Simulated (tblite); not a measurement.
# C4H15NOSi3: the cost of one run

Programs: tblite 0.8.0 and PySCF 2.14.0, with density-fitted response routines of our own. Each step states its level of theory. These are calculated values for one molecule in the gas phase, unless marked as measured. Atoms count from 0, in the outputs and in this text.

## 1. The molecule as given

24 atoms, charge 0, multiplicity 1; geometry from: force field or distance geometry start.

Bonds of the start (Å): O0–C1 1.21, C1–C2 1.51, C2–C3 1.55, C3–C4 1.57, C4–Si5 1.97, C4–Si6 1.97, C4–N7 1.49, N7–Si8 1.70, C1–H9 1.11, C2–H10 1.09, C2–H11 1.09, C3–H12 1.09, C3–H13 1.10, Si5–H14 1.48, Si5–H15 1.49, Si5–H16 1.50, Si6–H17 1.48, Si6–H18 1.48, Si6–H19 1.49, N7–H20 1.02, Si8–H21 1.48, Si8–H22 1.49, Si8–H23 1.49.

## 2. Geometry optimisation with GFN2-xTB

The job: settings as JSON, then the geometry in Å.

```
{"job": {"kind": "relax", "xc": "GFN2-xTB", "basis": "xTB"}, "charge": 0, "multiplicity": 1}
O      2.351200     2.732600    -1.306400
C      2.529500     2.180200    -0.240800
C      1.753000     0.988000     0.276600
C      0.578700     0.643800    -0.668600
C     -0.316900    -0.555000    -0.181800
Si     0.613200    -2.288400    -0.318500
Si    -1.735400    -0.952200    -1.491000
N     -0.843700    -0.400600     1.203400
Si    -1.809300     0.843700     1.855600
H      3.338000     2.514400     0.444300
H      1.382900     1.252200     1.271100
H      2.442800     0.155900     0.371700
H     -0.050000     1.532900    -0.782600
H      0.993600     0.424700    -1.661500
H      1.097100    -2.526900    -1.697100
H     -0.279700    -3.379300     0.164800
H      1.801700    -2.250400     0.588300
H     -2.599200     0.241900    -1.624500
H     -1.171200    -1.278500    -2.816000
H     -2.579800    -2.065000    -0.972200
H     -1.305700    -1.268600     1.490300
H     -1.134000     2.134200     1.589300
H     -1.926900     0.583900     3.314600
H     -3.141800     0.756200     1.198800
```

Run with:

```bash
$ OMP_NUM_THREADS=1 python probes_run.py task.json out
```

This one command runs all jobs of the session in turn.

Q: Estimate the wall time and peak memory of this first job on 1 thread of Intel Xeon at 2.50GHz, shared host.

About 4.2 s, with a peak of 0.18 GiB.
